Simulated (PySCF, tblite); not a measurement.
# C6H10F2: geometry, infrared bands and NMR shifts

Wanted: the infrared bands and NMR shifts of C6H10F2 (`CC(C)C/C(F)=C/F`), by calculation.

Programs: tblite 0.8.0 and PySCF 2.14.0, with density-fitted response routines of our own. Each step states its level of theory. These are calculated values for one molecule in the gas phase, unless marked as measured. Atoms are numbered from 0 throughout.

### Step 1. Starting geometry

18 atoms, charge 0, multiplicity 1; geometry from: force field or distance geometry start.

Bonds of the start (Å): C0–C1 1.52, C1–C2 1.52, C1–C3 1.54, C3–C4 1.50, C4–F5 1.34, C4–C6 1.34, C6–F7 1.35, C0–H8 1.10, C0–H9 1.10, C0–H10 1.10, C1–H11 1.10, C2–H12 1.11, C2–H13 1.10, C2–H14 1.09, C3–H15 1.08, C3–H16 1.11, C6–H17 1.08.

### Step 2. Relaxing the molecule with GFN2-xTB

Job settings and geometry (Å):

```
{"job": {"kind": "relax", "xc": "GFN2-xTB", "basis": "xTB"}, "charge": 0, "multiplicity": 1}
C     -2.103200    -0.392600     0.541700
C     -0.728400     0.253200     0.447000
C     -0.698300     1.301200    -0.648100
C      0.341200    -0.833700     0.226700
C      1.744300    -0.317500     0.309500
F      2.146900     0.266900     1.450400
C      2.619600    -0.398300    -0.705700
F      3.877200     0.084200    -0.590900
H     -2.873100     0.365900     0.735100
H     -2.159100    -1.120200     1.362800
H     -2.373800    -0.907600    -0.389900
H     -0.529800     0.749600     1.413600
H     -1.502300     2.048100    -0.480600
H     -0.863100     0.849200    -1.637700
H      0.242000     1.851600    -0.674000
H      0.160900    -1.342700    -0.712000
H      0.241600    -1.606800     1.014800
H      2.448700    -0.844200    -1.674200
```

Run with:

```
> OMP_NUM_THREADS=1 python probes_run.py task.json out
```

This one command runs all jobs of the session in turn.

**Question.** This job is followed by: GFN2-xTB harmonic vibrations, gas phase; GIAO PBE0/pcSseg-1 NMR shielding, non-relativistic, gas phase. Predict these results of the whole session: strongest single infrared mode (GFN2-xTB); zero-point energy (GFN2-xTB); 13C shifts against TMS (PBE0/pcSseg-1, means over atoms taken as alike); 1H shifts against TMS (PBE0/pcSseg-1, means over atoms taken as alike); 19F shifts against CFCl3 (PBE0/pcSseg-1).

The runs gave:

| quantity | value |
| --- | --- |
| strongest single infrared mode (GFN2-xTB) | 1130 cm⁻¹, 126 km/mol |
| zero-point energy (GFN2-xTB) | 92.4 kcal/mol |
| 13C shifts against TMS (PBE0/pcSseg-1, means over atoms taken as alike) | 157.8, 142.4, 42.0, 28.8, 23.8 ppm |
| 1H shifts against TMS (PBE0/pcSseg-1, means over atoms taken as alike) | 6.37, 1.85, 1.81, 0.98 ppm |
| 19F shifts against CFCl3 (PBE0/pcSseg-1) | -144.7, -168.3 ppm |

What this shows: Relaxing lowered the energy by 0.083 eV in 71 steps; the close pair that moved most is C2–H12, from 1.110 to 1.087 Å. No mode is imaginary among the 48: a minimum at this level. The strongest single mode, at 1130 cm⁻¹, is spread over several atoms, C6, F7, H17, H16 among them. Unscaled tight-binding wavenumbers are off by several per cent, some by more. Its intensities can rank the bands wrongly. The most deshielded hydrogen is H17 (hydrogen on an alkene CH), at 6.37 ppm: attached to an sp2 carbon and in the plane of the double bond. At PBE0/pcSseg-1: The widest tensor belongs to F5: span 197 ppm, with a paramagnetic part of -158 ppm.
